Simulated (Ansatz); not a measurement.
# InH3Cl− ([InClH3]-): CCSD(T)/STO-3G

What is the vertical ionisation energy of InH3Cl− ([InClH3]-) at CCSD(T)/STO-3G? 

The results are computed with Ansatz 0.2.0.

6 further runs of the same task are left out: 6 that didn't finish.

## 1. The system as given

The species is InH3Cl− (5 atoms), meant as a singlet with charge -1. As SMILES, `[H][In-]([H])([H])[Cl]`. Geometry: a GFN2-xTB relaxation, a rough one for these elements and not checked as a minimum.

Bond lengths: In1–Cl2 2.339 Å, In1–H3 1.697 Å, In1–H4 1.696 Å, In1–H5 1.697 Å. Angles: Cl2–In1–H3 106.6°, Cl2–In1–H4 106.7°, Cl2–In1–H5 106.7°, H3–In1–H4 111.9°, H3–In1–H5 112.2°, H4–In1–H5 112.2°.

## 2. A single-point energy at CCSD(T)/STO-3G

Input file molecule.yaml:

```yaml
crystal:
  periodic: [false, false, false]
  atoms:
    - {symbol: In, position_ang: [-0.002150, 0.000620, -0.175700]}
    - {symbol: Cl, position_ang: [0.012800, -0.020350, 2.163640]}
    - {symbol: H, position_ang: [1.620790, 0.013380, -0.670930]}
    - {symbol: H, position_ang: [-0.818090, 1.410990, -0.645940]}
    - {symbol: H, position_ang: [-0.813350, -1.404640, -0.671060]}
basis:
  gaussian: {orbitals: STO-3G}
total_charge: -1
magnetization: {spin_polarized: false, initial_magnetization: 0}
correlation: {method: ccsd_t, frozen_orbitals: {Cl: 5, H: 0, In: 18}}
accuracy: high
scf: {omitted_lower_state_checks: [cluster_reference, increment]}
```

Command:

```console
$ ansatz run molecule.yaml --threads 1 --pin off --max-ram 2610MiB --events-out events.jsonl --progress --plain --runs-dir runs
```

Output, cut to the lines that bear on the results:

```text
Warning: RAYON_NUM_THREADS=1 ignored (pool sized by the plan → 1); use --threads N
Functional definition: HF
  name "HF"
[...]
718 factors; integrals over basis functions are off by at most 4.0e-9 eV
[...]
mean field -167055.94820962 eV, -6139.1928621148 hartree, gradient 1.3e-8 eV, S^2 0.000000; 0 other end points of the search recorded, 0 dependent functions left out
23 core orbitals not correlated: weight in the atoms' cores, before any rotation towards them, 1.000 or more for the frozen orbitals, at most 0.000 for the correlated occupied ones
reference -167055.94820962 eV, -6139.1928621148 hartree; 12, 12 occupied and 4, 4 virtual orbitals, 718 factors
second order -0.93201429 eV of doubles, -0.00000000 eV of singles
cycle   1  -1.20277739 eV  change   -2.7e-1 eV  update   4.6e-2
[...]
cycle  17  -1.35645593 eV  change   -1.5e-9 eV  update  7.4e-10
perturbative correction -0.01133807 eV, -0.0004166664 hartree
Total energy: -167057.31600362 eV, -6139.2431276173 hartree
Checks for a lower state left out: cluster_reference, increment
```

Wall time 0.76 s (1 thread of Arm Neoverse V1, shared host); peak memory 0.097 GiB.

## 3. Doublet neutral InH3Cl, same level

Input file job.yaml:

```yaml
crystal:
  periodic: [false, false, false]
  atoms:
    - {symbol: In, position_ang: [-0.002150, 0.000620, -0.175700]}
    - {symbol: Cl, position_ang: [0.012800, -0.020350, 2.163640]}
    - {symbol: H, position_ang: [1.620790, 0.013380, -0.670930]}
    - {symbol: H, position_ang: [-0.818090, 1.410990, -0.645940]}
    - {symbol: H, position_ang: [-0.813350, -1.404640, -0.671060]}
basis:
  gaussian: {orbitals: STO-3G}
magnetization: {spin_polarized: true, initial_magnetization: 1}
correlation: {method: ccsd_t, frozen_orbitals: {Cl: 5, H: 0, In: 18}}
accuracy: high
scf: {omitted_lower_state_checks: [cluster_reference, increment]}
```

Command:

```console
$ ansatz run job.yaml --threads 1 --pin off --max-ram 2610MiB --events-out events.jsonl --progress --plain --runs-dir runs
```

Output, cut to the lines that bear on the results:

```text
Warning: RAYON_NUM_THREADS=1 ignored (pool sized by the plan → 1); use --threads N
[... 2 set-up lines as earlier in the session ...]
[...]
718 factors; integrals over basis functions are off by at most 4.0e-9 eV
[...]
mean field -167054.40213296 eV, -6139.1360448457 hartree, gradient 4.0e-8 eV, S^2 0.775699; 8 other end points of the search recorded, 0 dependent functions left out
23 core orbitals not correlated: weight in the atoms' cores, before any rotation towards them, 1.000 or more for the frozen orbitals, at most 0.000 for the correlated occupied ones
reference -167054.40213296 eV, -6139.1360448457 hartree; 12, 11 occupied and 4, 5 virtual orbitals, 718 factors
second order -1.06848946 eV of doubles, -0.00000000 eV of singles
cycle   1  -1.38323496 eV  change   -3.1e-1 eV  update   7.3e-2
[...]
cycle  35  -1.72990103 eV  change   -2.3e-9 eV  update   2.3e-9
perturbative correction -0.05329145 eV, -0.0019584245 hartree
Total energy: -167056.18532544 eV, -6139.2015759605 hartree
Checks for a lower state left out: cluster_reference, increment
```

Wall time 3.9 s (1 thread of Arm Neoverse V1, shared host); peak memory 0.14 GiB.

## 4. Results

Level: CCSD(T)/STO-3G, 23 core orbitals frozen.

```
                                                            quantity           value
                                       singlet InH3Cl−: total energy  -6139.24313 Eh
       singlet InH3Cl−: correlation energy (23 core orbitals frozen)       -50.3 mEh
                                     singlet InH3Cl−: (T) correction       -0.42 mEh
                                      singlet InH3Cl−: T1 diagnostic           0.005
                                doublet neutral InH3Cl: total energy  -6139.20158 Eh
doublet neutral InH3Cl: correlation energy (23 core orbitals frozen)       -65.5 mEh
                              doublet neutral InH3Cl: (T) correction       -1.96 mEh
           doublet neutral InH3Cl: ⟨S²⟩ of the reference determinant           0.776
                               doublet neutral InH3Cl: T1 diagnostic           0.039
                 vertical detachment energy (to the doublet neutral)        1.131 eV
```

In words: Removing an electron at fixed nuclei costs 1.13 eV (26 kcal/mol). In a minimal basis such a difference can be off by several eV, whatever the method. The triples (singlet InH3Cl−) make up 0.8 % of the correlation energy. Relativity is left out (singlet InH3Cl−) although the molecule holds a heavy atom. The triples (doublet neutral InH3Cl) make up 3.0 % of the correlation energy. Relativity is left out (doublet neutral InH3Cl) although the molecule holds a heavy atom.
